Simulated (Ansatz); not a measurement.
**CH₄ClFN₂Si: a ladder of functionals and wavefunction methods**

One table from this session's results is given with a row withheld; the runs are named, their logs left out.

Program: Ansatz 0.2.0, Gaussian basis. Level of theory: functionals in def2-TZVPP, the program's frozen cores in correlated methods. These are calculated values, not measurements.

Levels to be run: LDA (SPW92), PBE-D4, revPBE-D4, BLYP-D4, r2SCAN-D4, B97M-V, PBE0-D4, B3LYP-D4, r2SCANh-D4, r2SCAN0-D4, HSE06-D4, BHLYP-D4, CAM-B3LYP-D4, LC-ωPBE, ωB97X-V, ωB97M-V, B2PLYP, PBE-QIDH; CCSD(T)/def2-SVP; CCSD(T)/def2-TZVPP; MP2/def2-QZVPP; extrapolation to the limit; RPA on PBE.

**Structure used throughout**

The geometry comes from an earlier relaxation with PBE0-D4 in a triple-zeta def2 set; it is a stationary point, not always the lowest conformer.

10 atoms, charge 0, spin multiplicity 1.

Atoms are counted from 1 here; the program's logs count them from 0.

Bond lengths: N1–C2 1.247 Å, N1–H7 1.021 Å, C2–F3 1.354 Å, C2–Si4 1.894 Å, Si4–N5 1.686 Å, Si4–Cl6 2.062 Å, Si4–H8 1.476 Å, N5–H9 1.005 Å, N5–H10 1.009 Å. Angles: C2–N1–H7 113.0°, N1–C2–F3 122.4°, N1–C2–Si4 122.4°, F3–C2–Si4 115.2°, C2–Si4–N5 104.3°, C2–Si4–Cl6 105.7°, C2–Si4–H8 112.4°, N5–Si4–Cl6 116.5°, N5–Si4–H8 112.7°, Cl6–Si4–H8 105.2°, Si4–N5–H9 123.7°, Si4–N5–H10 118.4°, H9–N5–H10 113.4°.

Set-up of the first run:

in.yaml

```yaml
crystal:
  periodic: [false, false, false]
  atoms:
    - {symbol: N, position_ang: [1.536713, -1.057103, -0.197726]}
    - {symbol: C, position_ang: [0.527786, -0.706507, -0.841859]}
    - {symbol: F, position_ang: [0.314522, -1.091413, -2.122636]}
    - {symbol: Si, position_ang: [-0.793217, 0.440129, -0.114685]}
    - {symbol: N, position_ang: [-0.436302, 0.493304, 1.532012]}
    - {symbol: Cl, position_ang: [-0.624031, 2.214649, -1.150449]}
    - {symbol: H, position_ang: [2.170006, -1.648294, -0.738475]}
    - {symbol: H, position_ang: [-2.163049, -0.037432, -0.385136]}
    - {symbol: H, position_ang: [-0.960898, 1.032549, 2.198856]}
    - {symbol: H, position_ang: [0.511569, 0.309018, 1.823098]}
basis:
  gaussian: {orbitals: def2-TZVPP}
hamiltonian: {xc: lda}
output: {orbitals: {seedname: orbitals}}
```

Command:

```console
ansatz run in.yaml --threads 4 --pin off --events-out ev --progress --plain --max-ram 10444MiB
```

Steps of the session up to this table: LDA; PBE-D4 (GGA); revPBE-D4 (GGA); BLYP-D4 (GGA); r2SCAN-D4 (meta-GGA); B97M-V (meta-GGA); B3LYP-D4 (hybrid); r2SCANh-D4 (hybrid); r2SCAN0-D4 (hybrid); HSE06-D4 (hybrid); BHLYP-D4 (hybrid); CAM-B3LYP-D4 (range-separated); LC-ωPBE (range-separated); ωB97X-V (range-separated); ωB97M-V (range-separated); B2PLYP (double hybrid); PBE-QIDH (double hybrid).

One of the session's tables, all rows but one given; the rest of the session is left out.

It belongs to the step «Orbital energies across the functionals». 

| functional | HOMO (eV) | gap (eV) |
| --- | --- | --- |
| LDA (SPW92) | -6.83 | 4.60 |
| PBE-D4 | -6.66 | 4.71 |
| revPBE-D4 | ? | ? |
| BLYP-D4 | -6.53 | 4.72 |
| r2SCAN-D4 | -6.99 | 5.21 |
| B97M-V | -7.08 | 5.36 |
| PBE0-D4 | -8.12 | 7.19 |
| B3LYP-D4 | -7.86 | 6.70 |
| r2SCANh-D4 | -7.53 | 6.13 |
| r2SCAN0-D4 | -8.35 | 7.52 |
| HSE06-D4 | -7.71 | 6.40 |
| BHLYP-D4 | -9.48 | 9.70 |
| CAM-B3LYP-D4 | -9.56 | 9.81 |
| LC-ωPBE | -10.99 | 12.45 |
| ωB97X-V | -10.60 | 11.98 |
| ωB97M-V | -10.49 | 11.76 |

**Question.** Estimate the row for revPBE-D4.

The run gave: HOMO (eV): -6.60; gap (eV): 4.75. In the column «HOMO (eV)» it lies between PBE-D4 (-6.66) and BLYP-D4 (-6.53).
